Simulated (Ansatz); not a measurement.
# MgAs3: the cost of one run

Computed with Ansatz 0.2.0 (DFT PBE, scalar-relativistic, plane waves, PAW, unless a step's input says otherwise).

1 further run of the same task is left out (it didn't finish).

**1. The starting structure**

The structure is cubic, space group Pm-3m (No. 221). The conventional cell has a = 4.295 Å, b = 4.295 Å, c = 4.295 Å, α = 90.00°, β = 90.00°, γ = 90.00°. Around Mg (site symmetry m-3m) lie 12 As at 3.04 Å. Around As (site symmetry 4/mmm) lie 4 Mg at 3.04 Å and 8 As at 3.04 Å.

As a file:

```
CELL_PARAMETERS angstrom
4.29474 0.00000 0.00000
0.00000 4.29474 0.00000
0.00000 0.00000 4.29474
ATOMIC_POSITIONS crystal
Mg 0.00000 0.00000 0.00000
As 0.00000 0.50000 0.50000
As 0.50000 0.00000 0.50000
As 0.50000 0.50000 0.00000
```

This is candidate A: Cu3Au (L1_2) type (Pm-3m, No. 221).

(A quick probe on a coarse mesh, which set the mesh and smearing, is not shown.)

**3. Relaxing cell and atoms (candidate A)**

input.yaml

```yaml
crystal:
  lattice:
    - [4.2947410701, 0.0, 0.0]
    - [0.0, 4.2947410701, 0.0]
    - [0.0, 0.0, 4.2947410701]
  atoms:
    - { symbol: Mg, position: [0.0, 0.0, 0.0] }
    - { symbol: As, position: [0.0, 0.5, 0.5] }
    - { symbol: As, position: [0.5, 0.0, 0.5] }
    - { symbol: As, position: [0.5, 0.5, 0.0] }
basis:
  ecutwfc: 420
kpoints:
  mp_grid: { grid: [12, 12, 12] }
hamiltonian:
  xc: pbe
scf:
  occupations: { method: gaussian, width: 0.1 }
output:
  forces: true
  stress: true
  eigenvalues: true
relax:
  adjacent_minimum: "off"
  f_tol: 0.01
  max_steps: 80
  cell: { stress_tol: 0.05 }
```

Run with:

```console
ansatz run input.yaml --threads 1 --pin off --max-ram 2560MiB --backend cpu --events-out ev --progress --plain --runs-dir out
```

**Question.** How long does this run take on 1 thread of Arm Neoverse V1, shared host, and how much memory does it need?

About 54 s, with a peak of 0.44 GiB.
